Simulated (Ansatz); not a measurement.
This script drives Ansatz 0.2.0, Python API.

Input file `c2h5fge.xyz`:
```text
9

F     0.62230   -0.43890   -1.90430
C     0.04220    0.39900   -0.91680
C     0.73510    0.30350    0.33690
Ge   -0.90070   -0.62170    0.41500
H    -0.35400    1.39470   -1.19950
H     1.64420   -0.36400    0.33650
H     0.82100    1.24690    0.94020
H    -1.84340    0.16710    1.39530
H    -0.67820   -2.13290    0.57970
```

The script, `bde_c2h5fge.py`:
```python
'''Cost of removing each kind of hydrogen from C2H5FGe, fragments frozen.'''

import logging
import sys

import ansatz as az

logging.basicConfig(stream=sys.stdout, format='[%(levelname)s] %(message)s')
logger = logging.getLogger('calc')
logger.setLevel(logging.INFO)


def energy(molecule, charge=0, unpaired=0):
    calc = molecule.calculation().basis(gaussian='def2-TZVP').functional('b3lyp')
    if charge:
        calc = calc.charge(charge)
    if unpaired:
        calc = calc.spin('collinear', total=unpaired)
    report = calc.run(threads=1).report
    if report['published_state_doubts']:
        print('  doubts:', report['published_state_doubts'])
    return report['free_energy_ev']

def without(molecule, index):
    rest = az.Crystal.molecule()
    for i, site in enumerate(molecule.cartesian_sites):
        if i != index:
            rest = rest.atom(site.symbol, site.position_ang)
    return rest


def main() -> None:
    molecule = az.Crystal.molecule_from_extxyz('c2h5fge.xyz')

    whole = energy(molecule, 0)
    hydrogen = energy(az.Crystal.molecule().atom('H', (0, 0, 0)), 0, 1)
    logger.info(f'E(molecule) = {whole:.5f} eV, E(H) = {hydrogen:.5f} eV')
    for index in [4, 6, 8]:
        radical = energy(without(molecule, index), 0, 1)
        logger.info(f'H{index}: homolysis {96.485332 * (radical + hydrogen - whole):.1f} kJ/mol')
        anion = energy(without(molecule, index), -1)
        logger.info(f'H{index}: loss of a proton {96.485332 * (anion - whole):.1f} kJ/mol')


if __name__ == '__main__':
    main()
```

It is started by `python bde_c2h5fge.py`. How long does it take on 1 thread of AMD EPYC 7571 (shared host), and how much memory does it need?

It took about 2.4 min, with a peak of 0.52 GiB, for 8 runs of the engine.

```console
$ python bde_c2h5fge.py
[INFO] E(molecule) = -61391.71127 eV, E(H) = -13.66431 eV
[INFO] H4: homolysis 428.4 kJ/mol
[INFO] H4: loss of a proton 1650.6 kJ/mol
[INFO] H6: homolysis 448.9 kJ/mol
[INFO] H6: loss of a proton 1668.9 kJ/mol
[INFO] H8: homolysis 356.4 kJ/mol
[INFO] H8: loss of a proton 1506.2 kJ/mol
```

Caveats:
- Total energies depend on the basis set; only differences at equal settings carry meaning.
- The geometry is a force-field or estimated start, not a minimum of this method, and the basis set is short of its limit. All parts are taken at fixed geometry, without zero-point energy.
- b3lyp holds the VWN-RPA fit, as in Gaussian; the form of ORCA and Turbomole is b3lyp5.
- Anions want diffuse functions, which this basis lacks.
